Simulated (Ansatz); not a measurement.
# BF2H7N2O: the cost of one run

All numbers below are computed with Ansatz 0.2.0 (UKS PBE/STO-3G).

## (1) Starting point

Bond lengths: B1–N2 1.801 Å, B1–F3 1.338 Å, B1–F4 1.329 Å, B1–O6 1.745 Å, N2–H9 1.010 Å, N2–H10 1.010 Å, O6–H11 0.958 Å, N8–H12 1.007 Å, N8–H13 1.007 Å. Angles: B1–N2–H9 107.3°, B1–N2–H10 108.6°, H9–N2–H10 110.0°, N2–B1–F3 109.3°, N2–B1–F4 109.5°, N2–B1–O6 104.4°, F3–B1–F4 117.5°, F3–B1–O6 106.7°, F4–B1–O6 108.6°, B1–O6–H11 104.1°, H12–N8–H13 111.1°.

As a file:

```xyz
13

B    -1.3149    0.2147   -0.6323
N    -0.3253   -1.2482   -0.2821
F    -1.4894    0.3257   -1.9545
F    -2.4020    0.2073    0.1313
H     0.6563    1.0248    0.5225
O    -0.3021    1.5493   -0.1454
H     0.7228   -0.7948    0.4250
N     1.4895    0.1160    1.0380
H    -0.9020   -1.8796    0.2562
H    -0.0657   -1.6789   -1.1579
H     0.0501    1.8881   -0.9698
H     2.4434    0.1974    0.7261
H     1.4394    0.0783    2.0430
```

## (2) Run 1

150 steps of 0.5 fs at constant energy, with velocities drawn for 1000 K.

Input file input.yaml:

```yaml
crystal:
  periodic: [false, false, false]
  atoms:
    - { symbol: B, position_ang: [-1.3149, 0.2147, -0.6323] }
    - { symbol: "N", position_ang: [-0.3253, -1.2482, -0.2821] }
    - { symbol: F, position_ang: [-1.4894, 0.3257, -1.9545] }
    - { symbol: F, position_ang: [-2.402, 0.2073, 0.1313] }
    - { symbol: H, position_ang: [0.6563, 1.0248, 0.5225] }
    - { symbol: O, position_ang: [-0.3021, 1.5493, -0.1454] }
    - { symbol: H, position_ang: [0.7228, -0.7948, 0.425] }
    - { symbol: "N", position_ang: [1.4895, 0.116, 1.038] }
    - { symbol: H, position_ang: [-0.902, -1.8796, 0.2562] }
    - { symbol: H, position_ang: [-0.0657, -1.6789, -1.1579] }
    - { symbol: H, position_ang: [0.0501, 1.8881, -0.9698] }
    - { symbol: H, position_ang: [2.4434, 0.1974, 0.7261] }
    - { symbol: H, position_ang: [1.4394, 0.0783, 2.043] }
magnetization:
  spin_polarized: true
basis:
  gaussian: { orbitals: STO-3G }
hamiltonian:
  xc: pbe
md:
  timestep: 0.5
  n_steps: 150
  ensemble: nve
  temperature: 1000.0
  initial_velocities: maxwell_boltzmann
  seed: 264012
```

Started as:

```console
$ ansatz run input.yaml --threads 1 --pin off --max-ram 2048MiB --backend cpu --events-out ev --progress --plain --runs-dir out
```

What time and memory should one allow on 1 thread of Arm Neoverse N1, shared host?

About 15 min, with a peak of 0.12 GiB.
